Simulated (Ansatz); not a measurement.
Crystal: SiTe.

```
CELL_PARAMETERS angstrom
3.71434 0.00000 0.00000
-1.85717 3.21671 0.00000
0.00000 0.00000 4.97637
ATOMIC_POSITIONS crystal
Si 0.00000 0.00000 0.50000
Te 0.00000 0.00000 0.00000
```

The cell was built by a generator and needn't be a form met in nature.

```yaml
Program: Ansatz 0.2.0
Task: relaxation of cell and atoms
Functional: PBEsol
Dispersion: D4
Potentials_or_basis: Ansatz PAW
Cutoff: "420 eV (not typed: the program's choice for these potentials)"
k_mesh: 8 × 8 × 6
Occupations: fermi-dirac, width 0.05 eV
Spin: no spin polarisation
```

At the start: volume 29.73 Å³/atom.

Problem. How do energy, volume and symmetry change on relaxing?

Solution. It ends after 10 steps and the volume is 22.69 Å³/atom (-23.7 %); space group P6/mmm (No. 191, to 0.05 Å).

The path:
```
step  energy change (eV)  largest force (eV/Å)  volume (Å³)
   1              0.0000                0.0000        59.46
   2             -0.2668                0.0000        54.45
   3             -0.6760                0.0000        50.15
   4             -1.0690                0.0000        46.87
   5             -1.0711                0.0000        43.15
   6             -1.1056                0.0000        45.23
   7             -1.1061                0.0000        45.48
   8             -1.1062                0.0000        45.41
   9             -1.1062                0.0000        45.38
  10             -1.1056                0.0000        45.38
```

Final structure:
```yaml
crystal:
  lattice:
    - [3.10340, 0.00000, 0.00000]
    - [-1.55170, 2.68763, 0.00000]
    - [0.00000, 0.00000, 5.44131]
  atoms:
    - { symbol: Si, position: [0.00000, 0.00000, 0.50000] }
    - { symbol: Te, position: [0.00000, 0.00000, 0.00000] }
```

Caveat: the volume moved by over 15 % at a fixed basis, so the end points are rough; the plane-wave basis is chosen anew once the cell has moved, so the energies of steps on either side of that aren't comparable; the PAW data sets come from PBE, with cores solved anew for the run's functional, which leaves a small shift of forces and pressure.
